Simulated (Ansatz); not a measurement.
# Nb (bcc type): the cost of one run

Computed with Ansatz 0.2.0 (DFT, PBEsol, PAW with Ansatz's default frozen-core files, scalar-relativistic, unless a step's input says otherwise).

### Step 1. The system as given

It takes space group Im-3m (No. 229, cubic). The conventional cell has a = 3.301 Å, b = 3.301 Å, c = 3.301 Å, α = 90.00°, β = 90.00°, γ = 90.00°. Around Nb (site symmetry m-3m) lie 8 Nb at 2.86 Å.

Structure file:

```cif
data_structure
_symmetry_space_group_name_H-M 'P 1'
_symmetry_Int_Tables_number 1
_cell_length_a 2.8585
_cell_length_b 2.8585
_cell_length_c 2.8585
_cell_angle_alpha 109.471
_cell_angle_beta 109.471
_cell_angle_gamma 109.471
_cell_volume 17.98
loop_
_atom_site_label
_atom_site_type_symbol
_atom_site_fract_x
_atom_site_fract_y
_atom_site_fract_z
_atom_site_occupancy
Nb1 Nb 0.00000 0.00000 0.00000 1
```

### Step 2. Bulk cell relaxed, PAW

The input, input.yaml:

```yaml
crystal:
  lattice:
    - [-1.6503519298, 1.6503519298, 1.6503519298]
    - [1.6503519298, -1.6503519298, 1.6503519298]
    - [1.6503519298, 1.6503519298, -1.6503519298]
  atoms:
    - { symbol: Nb, position: [0.0, 0.0, 0.0] }
kpoints:
  mp_grid: { grid: [18, 18, 18] }
scf:
  occupations: { method: fermi_dirac, width: 0.05 }
hamiltonian:
  xc: pbesol
  pseudopotentials: { kind: paw }
output:
  forces: true
  stress: true
relax:
  f_tol: 0.005
  max_steps: 40
  cell: {}
```

The run is started by

```
ansatz run input.yaml --threads 2 --pin off --max-ram 4096MiB --backend cpu --events-out ev --progress --plain --runs-dir out
```

What time and memory should one allow on 2 threads of Arm Neoverse V1, shared host?

About 5.3 s, with a peak of 0.27 GiB.
